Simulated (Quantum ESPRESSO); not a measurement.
# BiTe (R-3m) in Quantum ESPRESSO: further runs, part 2 of 4

Quantum ESPRESSO 7.5. The steps go on from the part before.

**3. Phonons, PBE**

pw.in reads:

```
&CONTROL
  calculation = 'scf'
  prefix = 'pwscf'
  outdir = './tmp'
  pseudo_dir = './pseudo'
  tprnfor = .true.
  tstress = .true.
  disk_io = 'low'
/
&SYSTEM
  ibrav = 0
  celldm(1) = 8
  nat = 2
  ntyp = 2
  ecutwfc = 80
  nbnd = 23
  occupations = 'smearing'
  smearing = 'mv'
  degauss = 0.01469973
/
&ELECTRONS
  conv_thr = 4d-10
  electron_maxstep = 120
  mixing_beta = 0.5
/
ATOMIC_SPECIES
Bi   208.9804 Bi.upf
Te   127.6000 Te.upf
CELL_PARAMETERS alat
  0.5722817713243   0.3304070347278   0.7835966586787
 -0.5722817713243   0.3304070347278   0.7835966586787
  0.0000000000000  -0.6608140694556   0.7835966586787
ATOMIC_POSITIONS crystal
Bi     0.5000000000    0.5000000000    0.5000000000
Te     0.0000000000    0.0000000000    0.0000000000
K_POINTS automatic
6 6 6 0 0 0
```

scf2.in reads:

```
&CONTROL
  calculation = 'scf'
  prefix = 'pwscf'
  outdir = './tmp'
  pseudo_dir = './pseudo'
  tprnfor = .true.
  tstress = .true.
  disk_io = 'low'
/
&SYSTEM
  ibrav = 0
  celldm(1) = 8
  nat = 2
  ntyp = 2
  ecutwfc = 80
  nbnd = 23
  occupations = 'smearing'
  smearing = 'mv'
  degauss = 0.01469973
/
&ELECTRONS
  conv_thr = 1d-13
  electron_maxstep = 120
  mixing_beta = 0.5
  startingpot = 'file'
  startingwfc = 'file'
/
ATOMIC_SPECIES
Bi   208.9804 Bi.upf
Te   127.6000 Te.upf
CELL_PARAMETERS alat
  0.5722817713243   0.3304070347278   0.7835966586787
 -0.5722817713243   0.3304070347278   0.7835966586787
  0.0000000000000  -0.6608140694556   0.7835966586787
ATOMIC_POSITIONS crystal
Bi     0.5000000000    0.5000000000    0.5000000000
Te     0.0000000000    0.0000000000    0.0000000000
K_POINTS automatic
6 6 6 0 0 0
```

ph.in reads:

```
phonons of BiTe
&INPUTPH
  prefix = 'pwscf'
  outdir = './tmp'
  tr2_ph = 1d-18
  fildyn = 'dyn'
  niter_ph = 90
  alpha_mix(1) = 0.4
/
0.0000000000 0.0000000000 0.0000000000
```

dynmat.in reads:

```
&INPUT
  fildyn = 'dyn'
  asr = 'crystal'
  filout = 'dynmat.disp'
  fileig = 'dynmat.eig'
/
```

Potentials or basis: PseudoDojo 0.4.1 SR PBE standard.

The run is started by

```sh
$ OMP_NUM_THREADS=1 mpirun -n 4 pw.x -nk 4 -in pw.in > pw.out
$ OMP_NUM_THREADS=1 mpirun -n 4 pw.x -nk 4 -in scf2.in > scf2.out
$ OMP_NUM_THREADS=1 mpirun -n 4 ph.x -nk 4 -in ph.in > ph.out
$ OMP_NUM_THREADS=1 mpirun -n 1 dynmat.x -in dynmat.in > dynmat.out
```

pw.out:

```text
This program is part of the open-source Quantum ESPRESSO suite
     for quantum simulation of materials; please cite
[... 6 lines left out ...]
     using ibrav=0 with symmetry is DISCOURAGED, use correct ibrav instead

     K-points division:     npool     =       4
     Subspace diagonalization in iterative solution of the eigenvalue problem:
     a serial algorithm will be used

     G-vector sticks info
     --------------------
     sticks:   dense  smooth     PW     G-vecs:    dense   smooth      PW
     Sum        1589    1589    455                43955    43955    6847

     Using Slab Decomposition

     bravais-lattice index     =            0
     lattice parameter (alat)  =       8.0000  a.u.
     unit-cell volume          =     455.1693 (a.u.)^3
     number of atoms/cell      =            2
     number of atomic types    =            2
     number of electrons       =        31.00
     number of Kohn-Sham states=           23
     kinetic-energy cutoff     =      80.0000  Ry
     charge density cutoff     =     320.0000  Ry
     scf convergence threshold =      4.0E-10
     mixing beta               =       0.5000
     number of iterations used =            8  plain     mixing
     Exchange-correlation= PBE
                           (   1   4   3   4   0   0   0)

     celldm(1)=   8.000000  celldm(2)=   0.000000  celldm(3)=   0.000000
     celldm(4)=   0.000000  celldm(5)=   0.000000  celldm(6)=   0.000000

     crystal axes: (cart. coord. in units of alat)
               a(1) = (   0.572282   0.330407   0.783597 )
               a(2) = (  -0.572282   0.330407   0.783597 )
               a(3) = (   0.000000  -0.660814   0.783597 )

     reciprocal axes: (cart. coord. in units 2 pi/alat)
               b(1) = (  0.873695  0.504428  0.425389 )
               b(2) = ( -0.873695  0.504428  0.425389 )
               b(3) = (  0.000000 -1.008857  0.425389 )

     PseudoPot. # 1 for Bi read from file:
     Bi.upf
     Pseudo is Norm-conserving + core correction, Zval = 15.0
     Generated using ONCVPSP code by D. R. Hamann
     Using radial grid of 1490 points,  6 beta functions with:
                l(1) =   0
[... 34 lines left out ...]
        k(    3) = (   0.0000000  -0.3362855   0.1417963), wk =   0.0555556
        k(    4) = (   0.0000000   0.5044283  -0.2126945), wk =   0.0277778
        k(    5) = (  -0.1456159  -0.0840714   0.1417963), wk =   0.0555556
        k(    6) = (  -0.1456159  -0.2522142   0.2126945), wk =   0.1111111
[... 24 lines left out ...]
        k(   31) = (   0.7280796   0.2522142  -0.2126945), wk =   0.0555556
        k(   32) = (   0.0000000   0.0000000  -0.6380834), wk =   0.0092593

     Dense  grid:    43955 G-vectors     FFT dimensions: (  48,  48,  48)

     Initial potential from superposition of free atoms

     starting charge      30.9989, renormalised to      31.0000
     Starting wfcs are   18 randomized atomic wfcs +    5 random wfcs

     Self-consistent Calculation

     iteration #  1     ecut=    80.00 Ry     beta= 0.50
     Davidson diagonalization with overlap
     ethr =  1.00E-02,  avg # of iterations =  5.1

     Threshold (ethr) on eigenvalues was too large:
     Diagonalizing with lowered threshold

     Davidson diagonalization with overlap
     ethr =  4.92E-05,  avg # of iterations =  6.1

     total energy              =    -373.82700139 Ry
     estimated scf accuracy    <       0.01496748 Ry
[... 43 lines left out ...]
     iteration #  8     ecut=    80.00 Ry     beta= 0.50
     Davidson diagonalization with overlap
     ethr =  5.87E-12,  avg # of iterations =  2.0

     End of self-consistent calculation

          k = 0.0000 0.0000 0.0000 (  5537 PWs)   bands (ev):

   -27.1823 -27.1823 -27.1499 -27.1499 -27.1372 -13.1441 -13.1441 -13.1354
   -13.1354 -13.1236  -3.4156   1.7834   7.1625   7.1625   8.4676  11.9573
    12.5998  12.5998  14.1631  14.1631  16.2974  16.7630  17.0206

          k = 0.0000-0.1681 0.0709 (  5510 PWs)   bands (ev):

   -27.1822 -27.1822 -27.1499 -27.1496 -27.1372 -13.1437 -13.1434 -13.1371
   -13.1341 -13.1230  -3.1800   1.2085   7.3181   7.5049   8.3821  11.1519
    11.6876  11.8652  14.5578  14.7762  16.6280  17.6070  18.1017

          k = 0.0000-0.3363 0.1418 (  5489 PWs)   bands (ev):

   -27.1821 -27.1821 -27.1500 -27.1492 -27.1371 -13.1440 -13.1427 -13.1398
   -13.1317 -13.1206  -2.4905  -0.0542   7.7687   8.0074   8.5947   9.8516
    10.2729  10.8948  15.5826  15.6815  18.1816  18.8966  19.9226

          k = 0.0000 0.5044-0.2127 (  5486 PWs)   bands (ev):
[... 121 lines left out ...]
   -27.1823 -27.1819 -27.1496 -27.1487 -27.1371 -13.1513 -13.1421 -13.1350
   -13.1242 -13.1200  -1.3282  -0.4788   4.8100   5.5816   7.5584  10.8686
    13.3800  14.1415  14.2903  17.2182  18.7843  19.7191  21.1102

          k = 0.5825-0.0000-0.2127 (  5514 PWs)   bands (ev):

   -27.1822 -27.1820 -27.1498 -27.1489 -27.1371 -13.1477 -13.1428 -13.1367
   -13.1288 -13.1191  -1.2421  -0.9983   5.7059   5.7382   8.7660  10.1146
    12.7520  13.2032  15.2989  15.3735  19.4056  19.7509  21.4452

          k = 0.4368 0.2522-0.2127 (  5487 PWs)   bands (ev):
[... 37 lines left out ...]
   -27.1822 -27.1822 -27.1486 -27.1486 -27.1372 -13.1498 -13.1498 -13.1259
   -13.1219 -13.1219  -1.1713  -0.8730   7.7160   7.7160   7.8410   8.5142
     8.8113   8.8113  18.0863  18.6984  19.3624  19.3624  20.1927

     the Fermi energy is    10.0314 ev

!    total energy              =    -373.83111614 Ry
     estimated scf accuracy    <          4.6E-11 Ry
     smearing contrib. (-TS)   =       0.00029167 Ry
     internal energy E=F+TS    =    -373.83140781 Ry

     The total energy is F=E-TS. E is the sum of the following terms:
     one-electron contribution =    -143.57877029 Ry
     hartree contribution      =      86.25046343 Ry
     xc contribution           =     -92.54531348 Ry
     ewald contribution        =    -223.95778747 Ry

     convergence has been achieved in   8 iterations

     Forces acting on atoms (cartesian axes, Ry/au):

     atom    1 type  1   force =     0.00000000    0.00000000    0.00000000
     atom    2 type  2   force =     0.00000000    0.00000000    0.00000000

     Total force =     0.000000     Total SCF correction =     0.000000

     Computing stress (Cartesian axis) and pressure

          total   stress  (Ry/bohr**3)                   (kbar)     P=       -0.46
  -0.00000151  -0.00000000   0.00000000           -0.22       -0.00        0.00
   0.00000000  -0.00000151  -0.00000000            0.00       -0.22       -0.00
  -0.00000000  -0.00000000  -0.00000641           -0.00       -0.00       -0.94

=------------------------------------------------------------------------------=
   JOB DONE.
=------------------------------------------------------------------------------=
```

Wall time 4.7 min (4 MPI ranks of Arm Neoverse V2, shared host); peak memory 0.44 GiB.

Results:

```yaml
Free_energy: -5086.2314 eV
Pressure_after_relaxing: 0.0 GPa
Band_gap_on_the_k_mesh: none (metal or under the smearing width)
Highest_phonon_frequency_at_Γ: 92 cm⁻¹
```

Phonon frequencies in cm⁻¹ (negative: imaginary):
```csv
q point,frequencies
"(0.000, 0.000, 0.000)",-1 -1 0 74 92 92
```

Optical modes at Γ, degenerate ones joined:
```csv
cm⁻¹,components,symmetry,active in
74,1,A2u,IR
92,2,Eu,IR
```

Caveat: the mesh is thin for the phonons of a metal; spin-orbit coupling is left out, which moves the levels of the heavy elements.

**4. Phonons, PBE**

pw.in: that of step 3 with these lines changed.

```diff
@@ -14,4 +14,5 @@
   ntyp = 2
-  ecutwfc = 80
-  nbnd = 23
+  ecutwfc = 45
+  ecutrho = 360
+  nbnd = 17
   occupations = 'smearing'
@@ -26,4 +27,4 @@
 ATOMIC_SPECIES
-Bi   208.9804 Bi.upf
-Te   127.6000 Te.upf
+Bi   208.9804 bi_pbe_v1.uspp.F.UPF
+Te   127.6000 te_pbe_v1.uspp.F.UPF
 CELL_PARAMETERS alat
@@ -36,2 +37,2 @@
 K_POINTS automatic
-6 6 6 0 0 0
+5 5 5 0 0 0
```

relax.in reads:

```
&CONTROL
  calculation = 'vc-relax'
  prefix = 'pwscf'
  outdir = './tmp'
  pseudo_dir = './pseudo'
  tprnfor = .true.
  tstress = .true.
  disk_io = 'low'
  nstep = 40
  forc_conv_thr = 0.0001
  etot_conv_thr = 1d-06
/
&SYSTEM
  ibrav = 0
  celldm(1) = 8
  nat = 2
  ntyp = 2
  ecutwfc = 45
  ecutrho = 360
  nbnd = 17
  occupations = 'smearing'
  smearing = 'mv'
  degauss = 0.01469973
/
&ELECTRONS
  conv_thr = 4d-10
  electron_maxstep = 120
  mixing_beta = 0.5
/
&IONS
  ion_dynamics = 'bfgs'
/
&CELL
  cell_dynamics = 'bfgs'
  press = 0
  press_conv_thr = 0.2
/
ATOMIC_SPECIES
Bi   208.9804 bi_pbe_v1.uspp.F.UPF
Te   127.6000 te_pbe_v1.uspp.F.UPF
CELL_PARAMETERS alat
  0.5722817713243   0.3304070347278   0.7835966586787
 -0.5722817713243   0.3304070347278   0.7835966586787
  0.0000000000000  -0.6608140694556   0.7835966586787
ATOMIC_POSITIONS crystal
Bi     0.5000000000    0.5000000000    0.5000000000
Te     0.0000000000    0.0000000000    0.0000000000
K_POINTS automatic
5 5 5 0 0 0
```

scf2.in reads:

```
&CONTROL
  calculation = 'scf'
  prefix = 'pwscf'
  outdir = './tmp'
  pseudo_dir = './pseudo'
  tprnfor = .true.
  tstress = .true.
  disk_io = 'low'
/
&SYSTEM
  ibrav = 0
  celldm(1) = 8
  nat = 2
  ntyp = 2
  ecutwfc = 45
  ecutrho = 360
  nbnd = 17
  occupations = 'smearing'
  smearing = 'mv'
  degauss = 0.01469973
/
&ELECTRONS
  conv_thr = 1d-13
  electron_maxstep = 120
  mixing_beta = 0.5
  startingpot = 'file'
  startingwfc = 'file'
/
ATOMIC_SPECIES
Bi   208.9804 bi_pbe_v1.uspp.F.UPF
Te   127.6000 te_pbe_v1.uspp.F.UPF
CELL_PARAMETERS alat
  0.5735423302692   0.3311348187765   0.7703354359847
 -0.5735423302692   0.3311348187765   0.7703354359847
 -0.0000000000000  -0.6622696375412   0.7703354359897
ATOMIC_POSITIONS crystal
Bi     0.5000000000    0.5000000000    0.5000000000
Te     0.0000000000    0.0000000000    0.0000000000
K_POINTS automatic
5 5 5 0 0 0
```

ph.in is that of step 3.

dynmat.in is that of step 3.

Potentials or basis: GBRV 1.5 PBE.

The run is started by

```sh
$ OMP_NUM_THREADS=1 pw.x -in pw.in > pw.out
$ OMP_NUM_THREADS=1 pw.x -in relax.in > relax.out
$ OMP_NUM_THREADS=1 pw.x -in scf2.in > scf2.out
$ OMP_NUM_THREADS=1 ph.x -in ph.in > ph.out
$ OMP_NUM_THREADS=1 dynmat.x -in dynmat.in > dynmat.out
```

pw.out:

```text
This program is part of the open-source Quantum ESPRESSO suite
     for quantum simulation of materials; please cite
         "P. Giannozzi et al., J. Phys.:Condens. Matter 21 395502 (2009);
         "P. Giannozzi et al., J. Phys.:Condens. Matter 29 465901 (2017);
         "P. Giannozzi et al., J. Chem. Phys. 152 154105 (2020);
     in publications or presentations arising from this work. More details at

     Message from routine setup:
     using ibrav=0 with symmetry is DISCOURAGED, use correct ibrav instead

     G-vector sticks info
     --------------------
     sticks:   dense  smooth     PW     G-vecs:    dense   smooth      PW
     Sum        1779     895    265                52429    18591    3069

     Using Slab Decomposition

     bravais-lattice index     =            0
     lattice parameter (alat)  =       8.0000  a.u.
     unit-cell volume          =     455.1693 (a.u.)^3
     number of atoms/cell      =            2
[... 278 lines left out ...]
    18.4133

          k =-0.0000-0.0000 0.5105 (  2303 PWs)   bands (ev):
[... 7 lines left out ...]
   -14.7154 -14.7127 -14.7057 -14.6974 -14.6966  -2.7353  -2.2814   4.1734
     5.4363   5.5965   8.1881   8.4092  10.2286  15.2709  15.8001  16.4738
    19.0861

     the Fermi energy is     8.4508 ev

!    total energy              =    -211.78450615 Ry
     estimated scf accuracy    <          4.5E-11 Ry
     smearing contrib. (-TS)   =      -0.00000465 Ry
     internal energy E=F+TS    =    -211.78450150 Ry

     The total energy is F=E-TS. E is the sum of the following terms:
     one-electron contribution =     -60.03179081 Ry
     hartree contribution      =      41.41861421 Ry
     xc contribution           =     -79.01589090 Ry
     ewald contribution        =    -114.15543401 Ry

     convergence has been achieved in   9 iterations

     negative rho (up, down):  4.210E-02 0.000E+00

     Forces acting on atoms (cartesian axes, Ry/au):

     atom    1 type  1   force =     0.00000000    0.00000000    0.00000000
     atom    2 type  2   force =    -0.00000000    0.00000000    0.00000000

     Total force =     0.000000     Total SCF correction =     0.000000

     Computing stress (Cartesian axis) and pressure

     negative rho (up, down):  4.210E-02 0.000E+00
          total   stress  (Ry/bohr**3)                   (kbar)     P=       -3.79
  -0.00002262  -0.00000000  -0.00000000           -3.33       -0.00       -0.00
   0.00000000  -0.00002262  -0.00000000            0.00       -3.33       -0.00
  -0.00000000   0.00000000  -0.00003194           -0.00        0.00       -4.70

=------------------------------------------------------------------------------=
   JOB DONE.
=------------------------------------------------------------------------------=
```

relax.out:

```text
This program is part of the open-source Quantum ESPRESSO suite
     for quantum simulation of materials; please cite
         "P. Giannozzi et al., J. Phys.:Condens. Matter 21 395502 (2009);
         "P. Giannozzi et al., J. Phys.:Condens. Matter 29 465901 (2017);
         "P. Giannozzi et al., J. Chem. Phys. 152 154105 (2020);
[... 624 lines left out ...]
  -0.00000000   0.00000056   0.00000000           -0.00        0.08        0.00
   0.00000000   0.00000000  -0.00000104            0.00        0.00       -0.15

=------------------------------------------------------------------------------=
   JOB DONE.
=------------------------------------------------------------------------------=
```

scf2.out:

```text
This program is part of the open-source Quantum ESPRESSO suite
     for quantum simulation of materials; please cite
         "P. Giannozzi et al., J. Phys.:Condens. Matter 21 395502 (2009);
         "P. Giannozzi et al., J. Phys.:Condens. Matter 29 465901 (2017);
         "P. Giannozzi et al., J. Chem. Phys. 152 154105 (2020);
[... 287 lines left out ...]
  -0.00000000   0.00000049  -0.00000000           -0.00        0.07       -0.00
   0.00000000  -0.00000000  -0.00000110            0.00       -0.00       -0.16

=------------------------------------------------------------------------------=
   JOB DONE.
=------------------------------------------------------------------------------=
```

Wall time 6.9 min (1 thread of Arm Neoverse V1, shared host); peak memory 0.23 GiB.

What came out:

```yaml
Free_energy: -2881.4760 eV
Relaxed_volume: 33.30 Å³/atom
Relaxed_cell: a = 4.301 Å, b = 4.301 Å, c = 4.301 Å, α = 68.75°, β = 68.75°, γ = 68.75°
Space_group_after_relaxing_to_0.05_Å: R-3m (No. 166)
Pressure_after_relaxing: 0.0 GPa
Band_gap_on_the_k_mesh: none (metal or under the smearing width)
Highest_phonon_frequency_at_Γ: 91 cm⁻¹
```

The path:
| step | energy change (eV) | largest force (eV/Å) | pressure (GPa) | volume (Å³) |
| --- | --- | --- | --- | --- |
| 1 | 0.0000 | 0.0000 | -0.38 | 67.45 |
| 2 | -0.0003 | 0.0000 | -0.29 | 67.32 |
| 3 | -0.0006 | 0.0000 | -0.17 | 67.14 |
| 4 | -0.0007 | 0.0000 | -0.01 | 66.92 |
| 5 | -0.0008 | 0.0000 | 0.05 | 66.82 |
| 6 | -0.0009 | 0.0000 | 0.11 | 66.71 |
| 7 | -0.0010 | 0.0000 | 0.14 | 66.64 |
| 8 | -0.0011 | 0.0000 | 0.15 | 66.56 |
| 9 | -0.0013 | 0.0000 | 0.12 | 66.50 |
| 10 | -0.0014 | 0.0000 | 0.06 | 66.54 |
| 11 | -0.0014 | 0.0000 | 0.01 | 66.60 |

Final structure:
```yaml
crystal:
  lattice:
    - [2.42804, 1.40183, 3.26115]
    - [-2.42804, 1.40183, 3.26115]
    - [0.00000, -2.80366, 3.26115]
  atoms:
    - { symbol: Bi, position: [0.50000, 0.50000, 0.50000] }
    - { symbol: Te, position: [0.00000, 0.00000, 0.00000] }
```

Levels at points of the mesh, in eV from the Fermi level:
```csv
k point,band 8,band 9,band 10,band 11,band 12,band 13
"(0.00, 0.00, 0.00)",-2.89,-2.89,-1.46,1.99,2.74,2.74
```

Phonon frequencies in cm⁻¹ (negative: imaginary):
```tsv
q point	frequencies
(0.000, 0.000, 0.000)	-1 -1 -1 87 91 91
```

Optical modes at Γ, degenerate ones joined:
```
cm⁻¹  components  symmetry  active in
  87           1       A2u         IR
  91           2        Eu         IR
```

Caveat: the k mesh is coarse; the mesh is thin for the phonons of a metal; spin-orbit coupling is left out, which moves the levels of the heavy elements.

(Continued in part 3 of 4.)
